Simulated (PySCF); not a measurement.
# Pb(CH3)(OH): other functionals and bases at one geometry

The task here is to estimate one member of a computed series from the others.

Computed with PySCF 2.14.0. Level: several levels, as the steps say, no spin–orbit coupling.

3 further runs of the same task are left out: 2 for a known fault of the program, 1 that didn't finish.

**Where the work starts**

7 atoms, charge 0, spin multiplicity 1.

Bond lengths: Pb1–C2 2.288 Å, Pb1–O6 2.118 Å, C2–H3 1.102 Å, C2–H4 1.102 Å, C2–H5 1.100 Å, O6–H7 0.965 Å. Angles: C2–Pb1–O6 89.9°, Pb1–C2–H3 111.0°, Pb1–C2–H4 110.7°, Pb1–C2–H5 107.2°, H3–C2–H4 108.2°, H3–C2–H5 110.0°, H4–C2–H5 109.8°, Pb1–O6–H7 111.2°.

Geometry (Å):

```xyz
7
charge 0, multiplicity 1
Pb   -0.0334    0.4706   -0.1195
C     1.8105    0.0598    1.1707
H     2.5125   -0.6146    0.6533
H     2.3415    0.9976    1.4030
H     1.4575   -0.4077    2.1014
O    -1.2757   -0.2570    1.4339
H    -2.2067   -0.2175    1.1835
```

Formal oxidation states: Pb +2. An earlier session relaxed this geometry at PBE0, Pb def2-SVP with ECP60, C def2-SVP, H def2-SVP, O def2-SVP (singlet, point group C1).

At PBE0 on the finer grid: E = -308.379770 Eh, HOMO -6.21 eV, LUMO -2.02 eV, Mulliken charge on Pb1 +0.57 e, largest force component 0.022 eV/Å. 

Levels to run: B3LYP; r2SCAN; PBE; HF; PBE0, TZVP; PBE0, x2c-SVP. Hardware: 2 threads of Arm Neoverse V1, shared host.

The first run:

run.py (the lines that set the calculation)

```python
mol = gto.M(atom='''
Pb    -0.03336     0.47060    -0.11950
C      1.81053     0.05984     1.17074
H      2.51252    -0.61459     0.65333
H      2.34147     0.99761     1.40300
H      1.45754    -0.40771     2.10136
O     -1.27566    -0.25704     1.43387
H     -2.20672    -0.21754     1.18353''',
    basis={'Pb': 'def2-SVP', 'C': 'def2-SVP', 'H': 'def2-SVP', 'O': 'def2-SVP'},
    ecp={'Pb': 'def2-SVP'},
    charge=0, spin=0)
mf = dft.RKS(mol, xc='B3LYP')
mf.grids.atom_grid = (75, 302)
mf = mf.density_fit()  # fitting sets: Pb def2-universal-JKFIT, C def2-universal-JKFIT, H def2-universal-JKFIT, O def2-universal-JKFIT
mf.conv_tol = 1e-08; mf.max_cycle = 55
mf.kernel(dm0)  # dm0: the density of the relaxed state
```

The run is started by

```console
$ OMP_NUM_THREADS=2 python run.py
```

Steps of the session up to this table: B3LYP; r2SCAN; PBE; HF; PBE0, TZVP; PBE0, x2c-SVP.

One table of the session follows, with a row left open; its other results are not shown here.

| level | HOMO (eV) | gap (eV) | charge on Pb1 (e) | dipole (D) | largest force component (eV/Å) |
| --- | --- | --- | --- | --- | --- |
| PBE0 (relaxed here) | -6.21 | 4.19 | 0.57 | 2.46 | 0.02 |
| B3LYP | -6.00 | 3.73 | 0.53 | 2.39 | 0.32 |
| r2SCAN | -5.38 | 2.81 | 0.55 | 2.32 | 0.17 |
| PBE | -5.13 | 2.46 | 0.47 | 2.10 | 0.59 |
| HF | -8.52 | 9.11 | 0.79 | 3.05 | 1.00 |
| PBE0, TZVP | ? | ? | ? | ? | ? |
| PBE0, x2c-SVP | -6.24 | 4.21 | 0.61 | 2.46 | 0.46 |

Estimate the missing values for PBE0, TZVP.

The run gave: HOMO (eV): -6.32; gap (eV): 4.18; charge on Pb1 (e): 0.69; dipole (D): 2.75; largest force component (eV/Å): 0.37. In the column «HOMO (eV)» it lies between HF (-8.52) and PBE0, x2c-SVP (-6.24).

In one basis the HOMO–LUMO gap runs from 2.46 eV (PBE) to 9.11 eV (HF). The largest leftover force, 1.00 eV/Å with HF, stands at a geometry relaxed at another level. Total energies of different levels can't be compared.
